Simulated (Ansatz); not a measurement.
# Si₄SnH₁₂: up Jacob's ladder to CCSD(T)

The task here is to estimate one member of a computed series from the others.

Program: Ansatz 0.2.0, Gaussian basis. Level of theory: functionals in def2-TZVPP, the program's frozen cores in correlated methods. These are calculated values, not measurements.

Levels to be run: LDA (SPW92), PBE-D4, revPBE-D4, BLYP-D4, r2SCAN-D4, B97M-V, PBE0-D4, B3LYP-D4, r2SCANh-D4, r2SCAN0-D4, HSE06-D4, BHLYP-D4, CAM-B3LYP-D4, LC-ωPBE, ωB97X-V, ωB97M-V, B2PLYP, PBE-QIDH; CCSD(T)/def2-SVP; CCSD(T)/def2-TZVPP; MP2/def2-QZVPP; extrapolation to the limit; RPA on PBE.

## Structure used throughout

All runs share one geometry, relaxed beforehand with PBE0-D4 in a triple-zeta def2 set. Sn takes the def2 core potential; no spin-orbit term is included.

SMILES `[SiH3][Sn]([SiH3])([SiH3])[SiH3]`, 17 atoms, charge 0, spin multiplicity 1.

Atoms are counted from 1 here; the program's logs count them from 0.

Bond lengths: Si1–Sn2 2.563 Å, Si1–H6 1.487 Å, Si1–H7 1.487 Å, Si1–H8 1.487 Å, Sn2–Si3 2.563 Å, Sn2–Si4 2.563 Å, Sn2–Si5 2.563 Å, Si3–H9 1.487 Å, Si3–H10 1.487 Å, Si3–H11 1.487 Å, Si4–H12 1.487 Å, Si4–H13 1.487 Å, Si4–H14 1.487 Å, Si5–H15 1.487 Å, Si5–H16 1.487 Å, Si5–H17 1.487 Å. Angles: Sn2–Si1–H6 110.2°, Sn2–Si1–H7 110.3°, Sn2–Si1–H8 110.3°, H6–Si1–H7 108.7°, H6–Si1–H8 108.6°, H7–Si1–H8 108.7°, Si1–Sn2–Si3 109.4°, Si1–Sn2–Si4 109.5°, Si1–Sn2–Si5 109.5°, Si3–Sn2–Si4 109.5°, Si3–Sn2–Si5 109.4°, Si4–Sn2–Si5 109.5°, Sn2–Si3–H9 110.3°, Sn2–Si3–H10 110.3°, Sn2–Si3–H11 110.3°, H9–Si3–H10 108.6°, H9–Si3–H11 108.7°, H10–Si3–H11 108.6° and more.

Set-up of the first run:

Contents of in.yaml:

```yaml
crystal:
  periodic: [false, false, false]
  atoms:
    - {symbol: Si, position_ang: [-0.384534, 1.384156, -2.120472]}
    - {symbol: Sn, position_ang: [-0.002532, -0.000817, 0.001839]}
    - {symbol: Si, position_ang: [2.467496, 0.130249, 0.673055]}
    - {symbol: Si, position_ang: [-0.637446, -2.443301, -0.444624]}
    - {symbol: Si, position_ang: [-1.451000, 0.928187, 1.901074]}
    - {symbol: H, position_ang: [-0.026293, 2.807252, -1.877855]}
    - {symbol: H, position_ang: [0.455606, 0.865045, -3.232718]}
    - {symbol: H, position_ang: [-1.812455, 1.316536, -2.531388]}
    - {symbol: H, position_ang: [2.708871, -0.664853, 1.906737]}
    - {symbol: H, position_ang: [2.856651, 1.542057, 0.933423]}
    - {symbol: H, position_ang: [3.327465, -0.407185, -0.415070]}
    - {symbol: H, position_ang: [-0.397354, -3.268562, 0.769330]}
    - {symbol: H, position_ang: [0.177925, -2.991485, -1.561345]}
    - {symbol: H, position_ang: [-2.075373, -2.543940, -0.811520]}
    - {symbol: H, position_ang: [-2.891392, 0.847716, 1.538918]}
    - {symbol: H, position_ang: [-1.229524, 0.147531, 3.147642]}
    - {symbol: H, position_ang: [-1.105113, 2.350912, 2.163072]}
basis:
  gaussian: {orbitals: def2-TZVPP}
hamiltonian: {xc: lda}
output: {orbitals: {seedname: orbitals}}
```

On the command line:

```sh
$ ansatz run in.yaml --threads 2 --pin off --events-out ev --progress --plain --max-ram 22528MiB --backend cuda --devices 0, --max-vram 18GiB
```

Steps of the session up to this table: LDA; PBE-D4 (GGA); revPBE-D4 (GGA); BLYP-D4 (GGA); r2SCAN-D4 (meta-GGA); B97M-V (meta-GGA); B3LYP-D4 (hybrid); r2SCANh-D4 (hybrid); r2SCAN0-D4 (hybrid); HSE06-D4 (hybrid); BHLYP-D4 (hybrid); CAM-B3LYP-D4 (range-separated); LC-ωPBE (range-separated); ωB97X-V (range-separated); ωB97M-V (range-separated); B2PLYP (double hybrid); PBE-QIDH (double hybrid).

One table of the session follows, with a row left open; its other results are not shown here.

It belongs to the step «Orbital energies across the functionals». 

```
  functional  HOMO (eV)  gap (eV)
 LDA (SPW92)      -6.73      5.16
      PBE-D4      -6.63      5.33
   revPBE-D4      -6.59      5.40
     BLYP-D4      -6.47      5.28
   r2SCAN-D4      -6.86      5.91
      B97M-V      -7.01      5.87
     PBE0-D4      -7.61      7.16
    B3LYP-D4          ?         ?
  r2SCANh-D4      -7.22      6.54
  r2SCAN0-D4      -7.75      7.49
    HSE06-D4      -7.23      6.41
    BHLYP-D4      -8.46      8.89
CAM-B3LYP-D4      -8.76      9.25
     LC-ωPBE     -10.01     11.61
     ωB97X-V      -9.71     11.19
     ωB97M-V      -9.52     10.67
```

Q: Estimate the row for B3LYP-D4 from the others.

Worked estimate for «HOMO (eV)». Against the share of exact exchange, BLYP-D4 (0, -6.47), BHLYP-D4 (0.5, -8.46) give a slope of -3.98 per unit share; at 0.2 the line stands at -7.27.

**Answer.** HOMO (eV): -7.41; gap (eV): 6.73. In «HOMO (eV)» the line misses by +0.14.
